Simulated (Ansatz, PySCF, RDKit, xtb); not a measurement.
# Isomers of C5H3NO3, a sample narrowed down, part 2 of 2

Which of a sample of isomers of C5H3NO3 is the most stable in the gas at 298.15 K, and what are its properties? The sample is small against all isomers, and the most stable one of this formula need not be in it.

xtb, Ansatz and PySCF; isolated molecules. Earlier steps stand in the parts before.

### 11 c976a at CCSD(T)/def2-SVP

input.yaml reads:

```yaml
crystal:
  periodic: [false, false, false]
  atoms:
    - symbol: C
      position_ang: [-1.696495, -1.235279, -0.656687]
    - symbol: C
      position_ang: [-0.242546, -1.001390, -0.803736]
    - symbol: C
      position_ang: [0.497029, -1.290282, 0.470906]
    - symbol: C
      position_ang: [0.861766, -0.251220, 1.218279]
    - symbol: C
      position_ang: [0.194339, 1.369047, -0.401800]
    - symbol: N
      position_ang: [-2.829263, -1.432681, -0.522668]
    - symbol: O
      position_ang: [0.595771, 1.042912, 0.863974]
    - symbol: O
      position_ang: [0.080176, 2.501033, -0.736282]
    - symbol: O
      position_ang: [-0.006526, 0.338509, -1.254444]
    - symbol: H
      position_ang: [0.113331, -1.644255, -1.624445]
    - symbol: H
      position_ang: [0.703907, -2.318014, 0.765872]
    - symbol: H
      position_ang: [1.395626, -0.308424, 2.167619]
basis:
  gaussian:
    orbitals: def2-SVP
correlation:
  method: ccsd_t
  frozen_orbitals: {C: 1, O: 1, "N": 1, H: 0}
```

Started as:

```console
$ ansatz run input.yaml --threads 4 --pin off --max-ram 7830MiB --events-out events.jsonl --progress --plain --runs-dir runs
```

The log of the run (excerpt; [...] marks lines left out):

```text
Warning: RAYON_NUM_THREADS=4 ignored (pool sized by the plan → 4); use --threads N
Functional definition: HF
  name "HF"
[...]
1416 factors; integrals over basis functions are off by at most 1.4e-3 eV
[...]
mean field -12781.78713185 eV, -469.7220132890 hartree, gradient 1.4e-6 eV, S^2 0.000000; 0 other end points of the search recorded, 0 dependent functions left out
9 core orbitals not correlated: weight in the atoms' cores, before any rotation towards them, 1.000 or more for the frozen orbitals, at most 0.000 for the correlated occupied ones
reference -12781.78713185 eV, -469.7220132890 hartree; 23, 23 occupied and 109, 109 virtual orbitals, 1416 factors
second order -35.93896300 eV of doubles, -0.00000000 eV of singles
cycle   1  -35.44756182 eV  change    4.9e-1 eV  update   1.6e-1
[...]
cycle  10  -36.77498472 eV  change   -4.4e-5 eV  update   2.6e-5
perturbative correction -1.40148601 eV, -0.0515036610 hartree
Total energy: -12819.96360259 eV, -471.1249727117 hartree
```

It took 64 s on 4 threads of Arm Neoverse N1, shared host; peak memory 1.3 GiB.

For c984a the log finds that unrestricted Hartree-Fock orbitals lie lower, a sign to watch the closed-shell reference there.

### 12 Free energies and the winner

Energies in kcal/mol from c976a; G adds the thermal terms to the CCSD(T)/def2-SVP + MP2/def2-TZVPP - MP2/def2-SVP energy. The columns left of the relaxed level are at the tight-binding geometries.

| label | SMILES | spin | GFN2-xTB | HF/STO-3G | r2SCAN-D4/def2-SVP | B3LYP-D3(BJ)/def2-SVP | HF/def2-SVP | MP2/def2-SVP | CCSD(T)/def2-SVP + MP2/def2-TZVPP - MP2/def2-SVP | G | share at equilibrium | T1 |
| --- | --- | --- | --- | --- | --- | --- | --- | --- | --- | --- | --- | --- |
| c976a | N#C[C@@H]1C=COC(=O)O1 | singlet | 0.0 | 0.0 | 0.0 | 0.0 | 0.0 | 0.0 | 0.0 | 0.0 | 59.5 % | 0.015 |
| c984a | O=CC(=O)c1cnco1 | singlet | 6.4 | 14.1 | -5.4 | -3.3 | 6.3 | -1.1 | 0.8 | 0.2 | 40.5 % | 0.017 |
| c603a | N#C[C@@H]1OC=COC1=O | singlet | 12.6 | 7.2 | 11.0 | 10.6 | 14.5 | 11.5 | 9.9 | 9.9 | < 0.1 % | 0.016 |

Lowest found: c976a, `N#C[C@@H]1C=COC(=O)O1`, a singlet. Bond lengths: C1–C2 1.480 Å, C2–C3 1.502 Å, C3–C4 1.331 Å, C1–N6 1.158 Å, C4–O7 1.368 Å, C5–O7 1.367 Å, C5–O8 1.186 Å, C2–O9 1.433 Å, C5–O9 1.353 Å, C2–H10 1.102 Å, C3–H11 1.089 Å, C4–H12 1.091 Å. Some angles: C1–C2–C3 111.7°, C1–C2–O9 109.9°, C3–C2–O9 111.4°, C2–C1–N6 178.8°, C2–C3–C4 117.5°, C3–C4–O7 122.7°, C4–O7–C5 121.5°, O7–C5–O8 121.1°, O7–C5–O9 116.5°, O8–C5–O9 122.4°.

```xyz
12

C    -1.6965   -1.2353   -0.6567
C    -0.2425   -1.0014   -0.8037
C     0.4970   -1.2903    0.4709
C     0.8618   -0.2512    1.2183
C     0.1943    1.3690   -0.4018
N    -2.8293   -1.4327   -0.5227
O     0.5958    1.0429    0.8640
O     0.0802    2.5010   -0.7363
O    -0.0065    0.3385   -1.2544
H     0.1133   -1.6443   -1.6244
H     0.7039   -2.3180    0.7659
H     1.3956   -0.3084    2.1676
```

### 13 Density, orbitals and dipole (PBE0/def2-SVPD)

input.yaml reads:

```yaml
basis:
  gaussian: {orbitals: def2-SVPD}
crystal:
  periodic: [false, false, false]
  atoms:
    - {symbol: C, position_ang: [-1.696495, -1.235279, -0.656687]}
    - {symbol: C, position_ang: [-0.242546, -1.001390, -0.803736]}
    - {symbol: C, position_ang: [0.497029, -1.290282, 0.470906]}
    - {symbol: C, position_ang: [0.861766, -0.251220, 1.218279]}
    - {symbol: C, position_ang: [0.194339, 1.369047, -0.401800]}
    - {symbol: "N", position_ang: [-2.829263, -1.432681, -0.522668]}
    - {symbol: O, position_ang: [0.595771, 1.042912, 0.863974]}
    - {symbol: O, position_ang: [0.080176, 2.501033, -0.736282]}
    - {symbol: O, position_ang: [-0.006526, 0.338509, -1.254444]}
    - {symbol: H, position_ang: [0.113331, -1.644255, -1.624445]}
    - {symbol: H, position_ang: [0.703907, -2.318014, 0.765872]}
    - {symbol: H, position_ang: [1.395626, -0.308424, 2.167619]}
hamiltonian: {xc: {name: PBE0}}
output: {forces: true, orbitals: {seedname: orbitals}}
```

Started as:

```console
$ ansatz run input.yaml --threads 4 --pin off --max-ram 7830MiB --events-out events.jsonl --progress --plain --runs-dir runs
```

The log of the run (excerpt; [...] marks lines left out):

```text
Warning: RAYON_NUM_THREADS=4 ignored (pool sized by the plan → 4); use --threads N
Functional definition: PBE0
  name "PBE0"
[...]
1767 factors; their error is unknown
[...]
mean field -12840.13150103 eV, -471.8661293093 hartree, gradient 2.1e-5 eV, S^2 0.000000; 0 other end points of the search recorded, 0 dependent functions left out
[...]
reference -12840.13154111 eV, -471.8661307821 hartree; 32, 32 occupied and 181, 181 virtual orbitals, 1767 factors
[...]
Atom 7 at     0.080176     2.501033    -0.736282 Å, force     0.031923    -0.213567     0.050858 eV/Å
Atom 8 at    -0.006526     0.338509    -1.254444 Å, force    -0.004980     0.056845     0.306268 eV/Å
Atom 9 at     0.113331    -1.644255    -1.624445 Å, force    -0.009446     0.026748     0.027192 eV/Å
Atom 10 at     0.703907    -2.318014     0.765872 Å, force    -0.000777     0.056152    -0.005483 eV/Å
Atom 11 at     1.395626    -0.308424     2.167619 Å, force    -0.027173    -0.005363    -0.066054 eV/Å
Dipole moment:     0.761164    -0.800718     0.293653 e Å
```

Wall time 10 s (4 threads of Arm Neoverse N1, shared host); peak memory 0.7 GiB.

### 14 Electronic excitations (TD-PBE0/def2-SVPD)

An in-house driver calls PySCF's response routines at TD-PBE0/def2-SVPD; it has no typed input.

The log of the run:

```text
coarse grid: 11616 points
cycle   1  E = -471.5579365792  dE =  1.843e+00  |g| = 1.052e+00  |ddm| = 5.627e+00
cycle   2  E = -470.8413943457  dE =  7.165e-01  |g| = 2.169e+00  |ddm| = 3.914e+00
cycle   3  E = -471.7589660797  dE = -9.176e-01  |g| = 3.403e-01  |ddm| = 2.789e+00
cycle   4  E = -471.7801761486  dE = -2.121e-02  |g| = 1.061e-01  |ddm| = 4.574e-01
cycle   5  E = -471.7819085746  dE = -1.732e-03  |g| = 4.979e-02  |ddm| = 1.781e-01
cycle   6  E = -471.7823943721  dE = -4.858e-04  |g| = 1.199e-02  |ddm| = 6.595e-02
cycle   7  E = -471.7824218285  dE = -2.746e-05  |g| = 4.293e-03  |ddm| = 1.893e-02
cycle   8  E = -471.7824255994  dE = -3.771e-06  |g| = 1.040e-03  |ddm| = 6.829e-03
final grid: 116776 points
cycle   9  E = -471.8660933058  dE = -1.805e-05  |g| = 1.325e-02  |ddm| = 1.380e-01
cycle  10  E = -471.8660442306  dE =  4.908e-05  |g| = 2.080e-02  |ddm| = 4.301e-02
cycle  11  E = -471.8661258451  dE = -8.161e-05  |g| = 2.077e-03  |ddm| = 2.619e-02
cycle  12  E = -471.8661266923  dE = -8.472e-07  |g| = 4.032e-04  |ddm| = 2.501e-03
cycle  13  E = -471.8661267164  dE = -2.412e-08  |g| = 2.246e-04  |ddm| = 7.248e-04
cycle  14  E = -471.8661267265  dE = -1.011e-08  |g| = 7.418e-05  |ddm| = 3.297e-04
cycle  15  E = -471.8661267276  dE = -1.038e-09  |g| = 2.522e-05  |ddm| = 1.321e-04
cycle  16  E = -471.8661267277  dE = -1.247e-10  |g| = 8.125e-06  |ddm| = 4.091e-05
converged SCF energy = -471.8661267277

Static polarisability (au): isotropic 69.010, principal 54.179 69.283 83.569

Singlet excitations
state   eV       nm        f      main configurations
  1   5.9225    209.3   0.09627   H->L 0.90
  2   6.2682    197.8   0.00301   H-1->L 0.81, H-1->L+4 0.09
  3   6.5761    188.5   0.02698   H->L+1 0.93
  4   6.9783    177.7   0.00149   H-3->L 0.68, H-3->L+1 0.11
  5   7.2027    172.1   0.02663   H-2->L 0.80
  6   7.3714    168.2   0.01218   H->L+2 0.70, H->L+4 0.15
  7   7.5053    165.2   0.02597   H->L+3 0.73, H->L+2 0.09
  8   7.5982    163.2   0.01016   H-4->L 0.40, H->L+4 0.11, H-1->L+1 0.09

Triplet excitations (Tamm-Dancoff, eV): 4.0853 5.8450 5.9016
```

It took 29 s on 4 threads of Arm Neoverse N1, shared host; peak memory 1 GiB.

The roots found:

| excited state | energy (eV) | strength |
| --- | --- | --- |
| 1 | 5.923 | 0.0963 |
| 2 | 6.268 | 0.0030 |
| 3 | 6.576 | 0.0270 |
| 4 | 6.978 | 0.0015 |
| 5 | 7.203 | 0.0266 |
| 6 | 7.371 | 0.0122 |
| 7 | 7.505 | 0.0260 |
| 8 | 7.598 | 0.0102 |

### 15 NMR shieldings (GIAO PBE0/pcSseg-1)

An in-house driver calls PySCF's response routines at GIAO PBE0/pcSseg-1; it has no typed input.

The log of the run:

```text
coarse grid: 11616 points
cycle   1  E = -471.8231965073  dE =  1.916e+00  |g| = 1.094e+00  |ddm| = 3.401e+00
cycle   2  E = -471.0901829178  dE =  7.330e-01  |g| = 2.226e+00  |ddm| = 2.147e+00
cycle   3  E = -472.0302979777  dE = -9.401e-01  |g| = 3.589e-01  |ddm| = 1.624e+00
cycle   4  E = -472.0528278319  dE = -2.253e-02  |g| = 1.137e-01  |ddm| = 2.660e-01
cycle   5  E = -472.0547473209  dE = -1.919e-03  |g| = 5.156e-02  |ddm| = 9.094e-02
cycle   6  E = -472.0552432908  dE = -4.960e-04  |g| = 1.305e-02  |ddm| = 3.572e-02
cycle   7  E = -472.0552751211  dE = -3.183e-05  |g| = 4.629e-03  |ddm| = 1.027e-02
cycle   8  E = -472.0552793177  dE = -4.197e-06  |g| = 1.136e-03  |ddm| = 3.560e-03
final grid: 116776 points
cycle   9  E = -472.1408663307  dE = -1.476e-05  |g| = 1.463e-02  |ddm| = 2.555e-02
cycle  10  E = -472.1408114583  dE =  5.487e-05  |g| = 2.270e-02  |ddm| = 2.284e-02
cycle  11  E = -472.1409029879  dE = -9.153e-05  |g| = 2.322e-03  |ddm| = 1.468e-02
cycle  12  E = -472.1409040046  dE = -1.017e-06  |g| = 4.497e-04  |ddm| = 1.541e-03
cycle  13  E = -472.1409040339  dE = -2.932e-08  |g| = 2.441e-04  |ddm| = 4.151e-04
cycle  14  E = -472.1409040457  dE = -1.179e-08  |g| = 7.559e-05  |ddm| = 1.836e-04
cycle  15  E = -472.1409040468  dE = -1.045e-09  |g| = 2.412e-05  |ddm| = 6.168e-05
cycle  16  E = -472.1409040469  dE = -1.066e-10  |g| = 8.300e-06  |ddm| = 1.961e-05
converged SCF energy = -472.1409040469

GIAO shielding tensors (ppm)
atom      isotropic    diamagn.    paramagn.     s11        s22        s33       span
  0 C       64.702     261.826    -197.124    -51.960    -49.351    295.417    347.376
  1 C      118.587     241.618    -123.032     97.367    107.309    151.084     53.718
  2 C       80.720     257.961    -177.241    -20.695    103.671    159.185    179.880
  3 C       30.905     249.010    -218.104    -75.931     66.325    102.322    178.252
  4 C       40.054     247.382    -207.328    -63.792     58.729    125.225    189.017
  5 N      -54.554     337.525    -392.078   -228.023   -199.043    263.406    491.429
  6 O      118.365     396.209    -277.844    -19.810    110.147    264.758    284.568
  7 O      -25.808     396.767    -422.575   -181.137   -158.721    262.435    443.571
  8 O      180.211     397.101    -216.890     57.115    232.351    251.166    194.051
  9 H       26.111      26.359      -0.248     23.393     24.433     30.507      7.115
 10 H       26.035      29.753      -3.718     24.478     26.600     27.028      2.550
 11 H       24.516      28.105      -3.589     21.653     24.834     27.063      5.410
```

Wall time 13 s (4 threads of Arm Neoverse N1, shared host); peak memory 1.1 GiB.

Isotropic shieldings, averaged over atoms that the bond graph makes equivalent (absolute, not shifts):

| atoms | shielding (ppm) |
| --- | --- |
| C1 | 64.7 |
| C2 | 118.6 |
| C3 | 80.7 |
| C4 | 30.9 |
| C5 | 40.1 |
| N6 | -54.6 |
| O7 | 118.4 |
| O8 | -25.8 |
| O9 | 180.2 |
| H10 | 26.11 |
| H11 | 26.04 |
| H12 | 24.52 |

### 16 The cation at the same geometry (PBE0/def2-SVPD)

input.yaml, as its differences from that of step 13:

```diff
@@ -1,3 +1 @@
-basis:
-  gaussian: {orbitals: def2-SVPD}
 crystal:
@@ -10,3 +8,3 @@
     - {symbol: C, position_ang: [0.194339, 1.369047, -0.401800]}
-    - {symbol: "N", position_ang: [-2.829263, -1.432681, -0.522668]}
+    - {symbol: N, position_ang: [-2.829263, -1.432681, -0.522668]}
     - {symbol: O, position_ang: [0.595771, 1.042912, 0.863974]}
@@ -17,3 +15,6 @@
     - {symbol: H, position_ang: [1.395626, -0.308424, 2.167619]}
+basis:
+  gaussian: {orbitals: def2-SVPD}
+total_charge: 1
+magnetization: {spin_polarized: true, initial_magnetization: 1}
 hamiltonian: {xc: {name: PBE0}}
-output: {forces: true, orbitals: {seedname: orbitals}}
```

Started as:

```console
$ ansatz run input.yaml --threads 4 --pin off --max-ram 7830MiB --events-out events.jsonl --progress --plain --runs-dir runs
```

The log of the run (excerpt; [...] marks lines left out):

```text
Warning: RAYON_NUM_THREADS=4 ignored (pool sized by the plan → 4); use --threads N
Functional definition: PBE0
  name "PBE0"
[...]
1767 factors; their error is unknown
[...]
mean field -12829.67126830 eV, -471.4817228465 hartree, gradient 3.2e-5 eV, S^2 0.759378; 4 other end points of the search recorded, 0 dependent functions left out
reference -12829.67131113 eV, -471.4817244205 hartree; 32, 31 occupied and 181, 182 virtual orbitals, 1767 factors
Total energy: -12829.67131113 eV, -471.4817244205 hartree
```

It took 21 s on 4 threads of Arm Neoverse N1, shared host; peak memory 0.88 GiB.

Difference from the parent: 10.46 eV.

### 17 The anion at the same geometry (PBE0/def2-SVPD)

input.yaml, as its differences from that of step 16:

```diff
@@ -17,4 +17,5 @@
   gaussian: {orbitals: def2-SVPD}
-total_charge: 1
+total_charge: -1
 magnetization: {spin_polarized: true, initial_magnetization: 1}
 hamiltonian: {xc: {name: PBE0}}
+scf: {lower_state_search: off}
```

Started as:

```console
$ ansatz run input.yaml --threads 4 --pin off --max-ram 7830MiB --events-out events.jsonl --progress --plain --runs-dir runs
```

The log of the run (excerpt; [...] marks lines left out):

```text
Warning: RAYON_NUM_THREADS=4 ignored (pool sized by the plan → 4); use --threads N
Functional definition: PBE0
  name "PBE0"
[...]
1767 factors; their error is unknown
[...]
mean field -12839.87433243 eV, -471.8566785372 hartree, gradient 7.1e-6 eV, S^2 0.755807; 0 other end points of the search recorded, 0 dependent functions left out
reference -12839.87437359 eV, -471.8566800498 hartree; 33, 32 occupied and 180, 181 virtual orbitals, 1767 factors
Total energy: -12839.87437359 eV, -471.8566800498 hartree
Checks for a lower state left out: stability, starts, cluster_reference, orbital_swaps, neighbouring_geometries, increment
```

It took 9.9 s on 4 threads of Arm Neoverse N1, shared host; peak memory 0.79 GiB.

Parent less the species with the added electron: -0.26 eV. The extra electron isn't bound at this geometry, so the number measures the basis, not the molecule.

### 18 The triplet at the same geometry (PBE0/def2-SVPD)

input.yaml, as its differences from that of step 17:

```diff
@@ -8,3 +8,3 @@
     - {symbol: C, position_ang: [0.194339, 1.369047, -0.401800]}
-    - {symbol: N, position_ang: [-2.829263, -1.432681, -0.522668]}
+    - {symbol: "N", position_ang: [-2.829263, -1.432681, -0.522668]}
     - {symbol: O, position_ang: [0.595771, 1.042912, 0.863974]}
@@ -16,6 +16,8 @@
 basis:
-  gaussian: {orbitals: def2-SVPD}
-total_charge: -1
-magnetization: {spin_polarized: true, initial_magnetization: 1}
-hamiltonian: {xc: {name: PBE0}}
-scf: {lower_state_search: off}
+  gaussian:
+    orbitals: def2-SVPD
+hamiltonian:
+  xc: {name: PBE0}
+magnetization:
+  spin_polarized: true
+  initial_magnetization: 2
```

Started as:

```console
$ ansatz run input.yaml --threads 4 --pin off --max-ram 7830MiB --events-out events.jsonl --progress --plain --runs-dir runs
```

The log of the run (excerpt; [...] marks lines left out):

```text
Warning: RAYON_NUM_THREADS=4 ignored (pool sized by the plan → 4); use --threads N
Functional definition: PBE0
  name "PBE0"
[...]
1767 factors; their error is unknown
[...]
mean field -12836.07478611 eV, -471.7170477855 hartree, gradient 6.2e-5 eV, S^2 2.008484; 0 other end points of the search recorded, 0 dependent functions left out
reference -12836.07482654 eV, -471.7170492712 hartree; 33, 31 occupied and 180, 182 virtual orbitals, 1767 factors
Total energy: -12836.07482654 eV, -471.7170492712 hartree
```

It took 15 s on 4 threads of Arm Neoverse N1, shared host; peak memory 0.88 GiB.

It lies 4.06 eV above the singlet.

### 19 What came out

What follows sums up all 2 parts.

| quantity | value |
| --- | --- |
| lowest structure found | N#C[C@@H]1C=COC(=O)O1, singlet |
| next finalist | O=CC(=O)c1cnco1, singlet, 0.2 kcal/mol higher in G |
| share at equilibrium, among the finalists | 59.5 % |
| funnel | 6 starts, 6 minima at GFN2-xTB, 6 screening runs, 3 relaxed, 3 ranked |
| CPU time of all runs | 30 min |
| dipole moment (PBE0/def2-SVPD) | 5.49 D |
| HOMO energy (PBE0/def2-SVPD) | -8.41 eV |
| LUMO energy (PBE0/def2-SVPD) | -1.55 eV |
| HOMO–LUMO gap (PBE0/def2-SVPD) | 6.86 eV |
| lowest excitation (TD-PBE0/def2-SVPD) | 5.92 eV (f = 0.096) |
| lowest triplet excitation, same level, Tamm-Dancoff | 4.09 eV |
| vertical ionisation energy | 10.46 eV |
| vertical electron affinity | -0.26 eV (unbound: the value depends on the basis) |
| vertical triplet less singlet | +4.06 eV |

**Reading.** The search ends on `N#C[C@@H]1C=COC(=O)O1`. Its margin of 0.2 kcal/mol is inside the likely error of CCSD(T)/def2-SVP + MP2/def2-TZVPP - MP2/def2-SVP with harmonic terms (about 1.5 kcal/mol), so the order of the first two is not settled. GFN2-xTB, HF/STO-3G and HF/def2-SVP already put its bonding pattern lowest among the structures in one piece; r2SCAN-D4/def2-SVP, B3LYP-D3(BJ)/def2-SVP and MP2/def2-SVP favour the singlet O=CC(=O)c1cnco1. The largest share of the time went into the final energies (52 %). The search is not exhaustive (a finite list of starts, one conformer a finalist), so a lower isomer can't be ruled out. Only 4 drawn patterns were tried, so whole families of isomers are missing, and the result ranks this sample alone. The lowest isomer need not be the one that is made and kept in a bottle, which depends on barriers.
